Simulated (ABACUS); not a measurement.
# Ta4NiO11 (Cmmm) in ABACUS: notebook

One crystal, Ta4NiO11, is run at these levels: r2SCAN; tasks: band structure, equation of state.

All numbers are computed with ABACUS 3.10.1; they aren't measurements. Logs are shortened: lines on timing, memory, paths and dates and some standing lists are left out, and cuts for length are marked.

## (1) The structure

The structure is orthorhombic, space group Cmmm (No. 65). The conventional cell has a = 3.910 Å, b = 29.659 Å, c = 3.886 Å, α = 90.00°, β = 90.00°, γ = 90.00°. Ta (site symmetry m2m) is surrounded by 5 O at 1.91 to 2.02 Å. Ta (site symmetry m2m) is surrounded by 5 O at 1.91 to 1.99 Å. Ni (site symmetry mmm) has 4 O at 1.88 to 1.95 Å as nearest neighbours. O (site symmetry m2m) is surrounded by 2 Ta at 1.91 Å. Around O (site symmetry m2m) lie 3 Ta at 2.02 to 2.21 Å. Around O (site symmetry m2m) lie 1 Ni at 1.88 Å and 2 Ta at 1.99 Å. O (site symmetry mmm) is surrounded by 2 Ni at 1.95 Å and 2 Ta at 2.24 Å. O (site symmetry m2m) has 2 Ta at 1.95 Å as nearest neighbours.

The cell was built by a generator and needn't be a form met in nature.

## (2) Band structure, r2SCAN, collinear spin, ferromagnetic start

File INPUT:

```
INPUT_PARAMETERS
suffix              Ta4NiO11
calculation         nscf
basis_type          lcao
pseudo_dir          ./
orbital_dir         ./
symmetry            -1
dft_functional      MGGA_X_R2SCAN+MGGA_C_R2SCAN
ecutwfc             100.0
pseudo_rcut         7
nspin               2
nbands              123
ks_solver           genelpa
smearing_method     fd
smearing_sigma      0.00367493
scf_thr             1e-07
scf_nmax            100
mixing_type         broyden
mixing_beta         0.4
mixing_tau          1
init_chg            file
out_band            1
```

File STRU:

```
ATOMIC_SPECIES
Ta 180.9479 Ta_ONCV_PBE-1.2.upf
Ni 58.6934 Ni_ONCV_PBE-1.2.upf
O 15.9990 O_ONCV_PBE-1.2.upf

NUMERICAL_ORBITAL
Ta_confined-atom_7au_3s2p2d2f.orb
Ni_confined-atom_7au_3s2p2d1f.orb
O_confined-atom_6au_2s2p1d.orb

LATTICE_CONSTANT
28.2665838473

LATTICE_VECTORS
0.1306956690 -0.9914225346 0.0000000000
0.1306956690 0.9914225346 0.0000000000
0.0000000000 0.0000000000 0.2597868489

ATOMIC_POSITIONS
Cartesian

Ta
0.0
4
0.1306956690 0.5861884878 0.0000000000 1 1 1 mag 0
0.1306956690 -0.8417375603 0.0000000000 1 1 1 mag 0
0.1306956690 0.8417375603 0.0000000000 1 1 1 mag 0
0.1306956690 -0.5861884878 0.0000000000 1 1 1 mag 0

Ni
0.0
1
0.1306956690 0.0000000000 0.0000000000 1 1 1 mag 1

O
0.0
11
0.1306956690 0.7140819948 0.0000000000 1 1 1 mag 0
0.1306956690 -0.4383475594 0.0000000000 1 1 1 mag 0
0.1306956690 0.1260098041 0.0000000000 1 1 1 mag 0
0.1306956690 -0.1260098041 0.0000000000 1 1 1 mag 0
0.0000000000 0.0000000000 0.0000000000 1 1 1 mag 0
0.1306956690 -0.7140819948 0.0000000000 1 1 1 mag 0
0.1306956690 0.4383475594 0.0000000000 1 1 1 mag 0
0.1306956690 -0.8484594051 0.1298934245 1 1 1 mag 0
0.1306956690 0.8484594051 0.1298934245 1 1 1 mag 0
0.1306956690 -0.5836702746 0.1298934245 1 1 1 mag 0
0.1306956690 0.5836702746 0.1298934245 1 1 1 mag 0
```

File KPT:

```
K_POINTS
14
Line
0.00000000 0.00000000 0.00000000 6 // G
0.25434455 0.25434455 0.00000000 6 // X
0.00000000 0.50000000 0.00000000 6 // S
0.00000000 0.50000000 0.50000000 6 // R
0.25434455 0.25434455 0.50000000 6 // A
0.00000000 0.00000000 0.50000000 6 // Z
0.00000000 0.00000000 0.00000000 6 // G
-0.50000000 0.50000000 0.00000000 6 // Y
-0.25434455 0.74565545 0.00000000 6 // X1
-0.25434455 0.74565545 0.50000000 6 // A1
-0.50000000 0.50000000 0.50000000 6 // T
-0.50000000 0.50000000 0.00000000 1 // Y
0.00000000 0.00000000 0.50000000 6 // Z
-0.50000000 0.50000000 0.50000000 1 // T
```

Potentials or basis: SG15 ONCV 1.2 PBE, DZP LCAO (the cutoffs set its grid).

Run with:

```
$ OMP_NUM_THREADS=1 mpirun -np 8 abacus > log
```

running log:

```text
ABACUS v3.10.1

               Atomic-orbital Based Ab-initio Computation at UStc

 ------------------------------------------------------------------------------------

 READING GENERAL INFORMATION
                           global_out_dir = OUT.Ta4NiO11/
                           global_in_card = INPUT
                               pseudo_dir = ./
                              orbital_dir = ./
                                    DSIZE = 8
                                    GSIZE = 1

 READING UNITCELL INFORMATION
                                    ntype = 3
                  lattice constant (Bohr) = 28.2666
              lattice constant (Angstrom) = 14.958

 READING ATOM TYPE 1
                               atom label = Ta
                      L=0, number of zeta = 3
                      L=1, number of zeta = 2
                      L=2, number of zeta = 2
                      L=3, number of zeta = 2
             number of atom for this type = 4
               magnetization of element 1 = 0

 READING ATOM TYPE 2
                               atom label = Ni
                      L=0, number of zeta = 3
                      L=1, number of zeta = 2
                      L=2, number of zeta = 2
                      L=3, number of zeta = 1
             number of atom for this type = 1
               magnetization of element 2 = 1

 READING ATOM TYPE 3
                               atom label = O
                      L=0, number of zeta = 2
                      L=1, number of zeta = 2
                      L=2, number of zeta = 1
             number of atom for this type = 11
               magnetization of element 3 = 0

                        TOTAL ATOM NUMBER = 16
CARTESIAN COORDINATES ( UNIT =      28.266583847300 Bohr ).
    atom                   x                   y                   z     mag                  vx                  vy                  vz
tauc_Ta1            0.1306956690        0.5861884878        0.0000000000  0.0000        0.0000000000        0.0000000000        0.0000000000
tauc_Ta2            0.1306956690       -0.8417375603        0.0000000000  0.0000        0.0000000000        0.0000000000        0.0000000000
tauc_Ta3            0.1306956690        0.8417375603        0.0000000000  0.0000        0.0000000000        0.0000000000        0.0000000000
tauc_Ta4            0.1306956690       -0.5861884878        0.0000000000  0.0000        0.0000000000        0.0000000000        0.0000000000
tauc_Ni1            0.1306956690        0.0000000000        0.0000000000  1.0000        0.0000000000        0.0000000000        0.0000000000
tauc_O1            0.1306956690        0.7140819948        0.0000000000  0.0000        0.0000000000        0.0000000000        0.0000000000
tauc_O2            0.1306956690       -0.4383475594        0.0000000000  0.0000        0.0000000000        0.0000000000        0.0000000000
tauc_O3            0.1306956690        0.1260098041        0.0000000000  0.0000        0.0000000000        0.0000000000        0.0000000000
tauc_O4            0.1306956690       -0.1260098041        0.0000000000  0.0000        0.0000000000        0.0000000000        0.0000000000
tauc_O5            0.0000000000        0.0000000000        0.0000000000  0.0000        0.0000000000        0.0000000000        0.0000000000
tauc_O6            0.1306956690       -0.7140819948        0.0000000000  0.0000        0.0000000000        0.0000000000        0.0000000000
tauc_O7            0.1306956690        0.4383475594        0.0000000000  0.0000        0.0000000000        0.0000000000        0.0000000000
tauc_O8            0.1306956690       -0.8484594051        0.1298934245  0.0000        0.0000000000        0.0000000000        0.0000000000
tauc_O9            0.1306956690        0.8484594051        0.1298934245  0.0000        0.0000000000        0.0000000000        0.0000000000
tauc_O10           0.1306956690       -0.5836702746        0.1298934245  0.0000        0.0000000000        0.0000000000        0.0000000000
tauc_O11           0.1306956690        0.5836702746        0.1298934245  0.0000        0.0000000000        0.0000000000        0.0000000000

                          Volume (Bohr^3) = 1520.5
                             Volume (A^3) = 225.315

 Lattice vectors: (Cartesian coordinate: in unit of a_0)
            +0.130696           -0.991423                  +0
            +0.130696           +0.991423                  +0
                   +0                  +0           +0.259787
 Reciprocal vectors: (Cartesian coordinate: in unit of 2 pi/a_0)
             +3.82568           -0.504326                  +0
             +3.82568           +0.504326                  -0
                   -0                  -0            +3.84931
 The esolver type has been set to : ksdft_lcao

                PAO radial cut off (Bohr) = 7

 Read in pseudopotential file is Ta_ONCV_PBE-1.2.upf
                     pseudopotential type = NC
          exchange-correlation functional = PBE
                 nonlocal core correction = 0
                        valence electrons = 27
                                     lmax = 3
                           number of zeta = 0
                     number of projectors = 8
                           L of projector = 0
                           L of projector = 0
                           L of projector = 1
                           L of projector = 1
                           L of projector = 2
                           L of projector = 2
                           L of projector = 3
                           L of projector = 3
 XC functional updated to : MGGA_X_R2SCAN+MGGA_C_R2SCAN
          exchange-correlation functional = MGGA_X_R2SCAN+MGGA_C_R2SCAN
                PAO radial cut off (Bohr) = 7

 Read in pseudopotential file is Ni_ONCV_PBE-1.2.upf
                     pseudopotential type = NC
          exchange-correlation functional = PBE
                 nonlocal core correction = 0
                        valence electrons = 18
                                     lmax = 2
                           number of zeta = 0
                     number of projectors = 6
                           L of projector = 0
                           L of projector = 0
                           L of projector = 1
[... 46 lines left out ...]
 energy cutoff for charge/potential (unit:Ry) = 400
            fft grid for charge/potential = [ 180, 180, 48 ]
                        fft grid division = [ 5, 5, 3 ]
        big fft grid for charge/potential = [ 36, 36, 16 ]
                                     nbxx = 2592
                                     nrxx = 194400

 SETUP PLANE WAVES FOR CHARGE/POTENTIAL
                    number of plane waves = 205455
                         number of sticks = 6589

 PARALLEL PW FOR CHARGE/POTENTIAL
     PROC   COLUMNS(POT)             PW
        1            823          25683
        2            824          25682
        3            824          25682
        4            824          25682
        5            824          25682
        6            824          25682
        7            823          25681
        8            823          25681
 --------------- sum -------------------
        8           6589         205455
                            number of |g| = 11266
                                  max |g| = 8095.32
                                  min |g| = 4.06951

----------- Double Check Mixing Parameters Begin ------------
mixing_type: broyden
mixing_beta: 0.4
mixing_gg0: 1
mixing_gg0_min: 0.1
mixing_beta_mag: 1.6
mixing_gg0_mag: 0
mixing_ndim: 8
----------- Double Check Mixing Parameters End ------------

 SETUP K-POINTS
                                    nspin = 2
                                   nkstot = 74
K-POINTS DIRECT COORDINATES
 KPOINTS    DIRECT_X    DIRECT_Y    DIRECT_Z  WEIGHT
       1  0.00000000  0.00000000  0.00000000  1.0000
       2  0.04239076  0.04239076  0.00000000  1.0000
       3  0.08478152  0.08478152  0.00000000  1.0000
       4  0.12717228  0.12717228  0.00000000  1.0000
       5  0.16956303  0.16956303  0.00000000  1.0000
       6  0.21195379  0.21195379  0.00000000  1.0000
[... 22 lines left out ...]
      29  0.08478152  0.08478152  0.50000000  1.0000
      30  0.04239076  0.04239076  0.50000000  1.0000
[... 44 further k points ...]

           k-point number in this process = 74
       minimum distributed K point number = 74
                             nks(nspin=2) = 148
                          nkstot(nspin=2) = 148

[... K-POINTS CARTESIAN COORDINATES: 148 rows ...]

[... K-POINTS DIRECT COORDINATES: 148 rows ...]

 SETUP PLANE WAVES FOR WAVE FUNCTIONS
     energy cutoff for wavefunc (unit:Ry) = 100
              fft grid for wave functions = [ 180, 180, 48 ]
                    number of plane waves = 30727
                         number of sticks = 1855

 PARALLEL PW FOR WAVE FUNCTIONS
     PROC   COLUMNS(POT)             PW
        1            232           3842
        2            232           3842
        3            232           3842
        4            232           3842
        5            231           3839
        6            232           3840
        7            232           3840
        8            232           3840
 --------------- sum -------------------
        8           1855          30727

 SET NONLOCAL PSEUDOPOTENTIAL PROJECTORS
 SET NONLOCAL PSEUDOPOTENTIAL PROJECTORS
 SET NONLOCAL PSEUDOPOTENTIAL PROJECTORS
 max number of nonlocal projetors among all species is 8

 -------------------------------------------
 NONSELF-CONSISTENT
 -------------------------------------------

 SETUP SEARCHING RADIUS FOR PROGRAM TO SEARCH ADJACENT ATOMS
                  longest orb rcut (Bohr) = 7
   longest nonlocal projector rcut (Bohr) = 3.02
                     search radius (Bohr) = 20
              searching radius is (Bohr)) = 20
         searching radius unit is (Bohr)) = 28.3
                         PeriodicBoundary = 1
                        Radius(unit:lat0) = 0.709
                                   glayer = [ 4, 4, 4 ]
                             glayer_minus = [ 3, 3, 3 ]

Find the coordinate range of the input atom(unit:lat0).
                                  min_tau = [ -0.784, -6.8, -0.779 ]
                                  max_tau = [ 0.915, 6.8, 0.909 ]
                                BoxNumber = [ 7, 7, 7 ]

 SETUP EXTENDED REAL SPACE GRID FOR GRID INTEGRATION
                          real space grid = [ 180, 180, 48 ]
                 big cell numbers in grid = [ 36, 36, 16 ]
             meshcell numbers in big cell = [ 5, 5, 3 ]
                        extended fft grid = [ 35, 35, 16 ]
                dimension of extened grid = [ 107, 107, 49 ]
                            UnitCellTotal = 36
              Atom number in sub-FFT-grid = 16
    Local orbitals number in sub-FFT-grid = 301
                                ParaV.nnr = 142258

                                 init_chg = file
 try to read charge from file
 Read in the charge density: OUT.Ta4NiO11//Ta4NiO11-CHARGE-DENSITY.restart
 try to read kinetic energy density from file
 Read in the kinetic energy density: OUT.Ta4NiO11//Ta4NiO11-TAU-DENSITY.restart

 LCAO ALGORITHM --------------- ION=   1  ELEC=   1--------------------------------
[... levels at 148 k points of this process ...]

          total magnetism (Bohr mag/cell) = 0.500343
       absolute magnetism (Bohr mag/cell) = 0.673347
                        nelec for spin up = 96.2502
                      nelec for spin down = 95.7498

 Density error is 0.00000000000
----------------------------------------------------------
     Energy           Rydberg                 eV
----------------------------------------------------------
 E_KohnSham     -2642.5339477891     -35953.5188483669
 E_KS(sigma->0) -2642.5337994601     -35953.5168302471
 E_Harris       -2642.5339477891     -35953.5188483669
 E_band         -133.2616058628      -1813.1171643639
 E_one_elec     -1775.9162506502     -24162.5801796391
 E_Hartree      1003.4252612166      13652.3010696837
 E_xc           -264.5190668263      -3598.9665384799
 E_Ewald        -1605.5235948712     -21844.2691636920
 E_entropy(-TS) -0.0002966580        -0.0040362396
 E_descf        0.0000000000         0.0000000000
 E_exx          0.0000000000         0.0000000000
 E_Fermi        0.8102658711         11.0242327426
----------------------------------------------------------

 charge density convergence is achieved
 final etot is -35953.518848 eV
 EFERMI = 11.024232743 eV

 STATE ENERGY(eV) AND OCCUPATIONS    NSPIN == 2
SPIN UP :
 1/74 kpoint (Cartesian) = 0.0000 0.0000 0.0000 (3224 pws)
       1       -95.6681      0.0135135
       2       -60.0023      0.0135135
       3       -59.9947      0.0135135
       4       -59.9016      0.0135135
       5       -59.9016      0.0135135
       6       -55.7302      0.0135135
[... 740 lines left out ...]
     122        21.9006        0.00000
     123        22.1552        0.00000

[... levels at 142 further k points ...]

 --------------------------------------------
 !FINAL_ETOT_IS -35953.51884836687 eV
 --------------------------------------------

 Output bands in file: OUT.Ta4NiO11/BANDS_1.dat

 Output bands in file: OUT.Ta4NiO11/BANDS_2.dat
```

It took 16 s on 8 MPI ranks of Intel Xeon 6975P-C (Granite Rapids), shared host; peak memory 2.5 GiB.

Levels at the corners of the path, in eV from the Fermi level:
Spin up:
| point | band 93 | band 94 | band 95 | band 96 | band 97 | band 98 | band 99 | band 100 |
| --- | --- | --- | --- | --- | --- | --- | --- | --- |
| Γ | -1.96 | -1.65 | -1.29 | -0.87 | -0.78 | 0.79 | 1.03 | 1.05 |
| X | -1.37 | -1.37 | -1.13 | -0.74 | 0.97 | 1.13 | 1.37 | 2.06 |
| S | -1.38 | -1.36 | -1.13 | -0.74 | 0.97 | 1.13 | 1.36 | 2.05 |
| R | -1.35 | -1.05 | -0.63 | -0.56 | 1.07 | 2.10 | 2.29 | 3.65 |
| A | -1.35 | -1.05 | -0.63 | -0.56 | 1.07 | 2.11 | 2.28 | 3.65 |
| Z | -1.75 | -1.52 | -1.01 | -0.87 | -0.87 | 2.23 | 2.28 | 3.91 |
| Γ | -1.96 | -1.65 | -1.29 | -0.87 | -0.78 | 0.79 | 1.03 | 1.05 |
| Y | -1.98 | -1.65 | -1.29 | -0.87 | -0.78 | 0.79 | 1.02 | 1.05 |
| X1 | -1.37 | -1.37 | -1.13 | -0.74 | 0.97 | 1.13 | 1.37 | 2.06 |
| A1 | -1.35 | -1.05 | -0.63 | -0.56 | 1.07 | 2.11 | 2.28 | 3.65 |
| T | -1.70 | -1.52 | -1.01 | -0.87 | -0.87 | 2.16 | 2.36 | 3.92 |
| Y | -1.98 | -1.65 | -1.29 | -0.87 | -0.78 | 0.79 | 1.02 | 1.05 |
| Z | -1.75 | -1.52 | -1.01 | -0.87 | -0.87 | 2.23 | 2.28 | 3.91 |
| T | -1.70 | -1.52 | -1.01 | -0.87 | -0.87 | 2.16 | 2.36 | 3.92 |
Spin down:
| point | band 94 | band 95 | band 96 | band 97 | band 98 | band 99 |
| --- | --- | --- | --- | --- | --- | --- |
| Γ | -1.22 | -0.88 | -0.63 | 0.38 | 0.79 | 1.03 |
| X | -0.95 | -0.78 | 0.19 | 1.13 | 1.39 | 1.46 |
| S | -0.95 | -0.78 | 0.19 | 1.13 | 1.38 | 1.47 |
| R | -0.46 | -0.37 | 0.26 | 1.50 | 2.10 | 2.52 |
| A | -0.46 | -0.37 | 0.26 | 1.50 | 2.11 | 2.51 |
| Z | -1.05 | -0.88 | -0.71 | 0.68 | 2.24 | 2.29 |
| Γ | -1.22 | -0.88 | -0.63 | 0.38 | 0.79 | 1.03 |
| Y | -1.22 | -0.88 | -0.62 | 0.38 | 0.79 | 1.02 |
| X1 | -0.95 | -0.78 | 0.19 | 1.13 | 1.39 | 1.46 |
| A1 | -0.46 | -0.37 | 0.26 | 1.50 | 2.11 | 2.51 |
| T | -1.05 | -0.88 | -0.71 | 0.68 | 2.16 | 2.36 |
| Y | -1.22 | -0.88 | -0.62 | 0.38 | 0.79 | 1.02 |
| Z | -1.05 | -0.88 | -0.71 | 0.68 | 2.24 | 2.29 |
| T | -1.05 | -0.88 | -0.71 | 0.68 | 2.16 | 2.36 |

Caveat: the atomic orbitals were generated for these runs and aren't a published set; the density is read from an earlier self-consistent run, whose mesh may be coarse; spin-orbit coupling is left out, which moves the levels of the heavy elements; the basis of atomic orbitals isn't converged, which shifts pressures, moduli and gaps.

(Continued in part 2 of 2.)
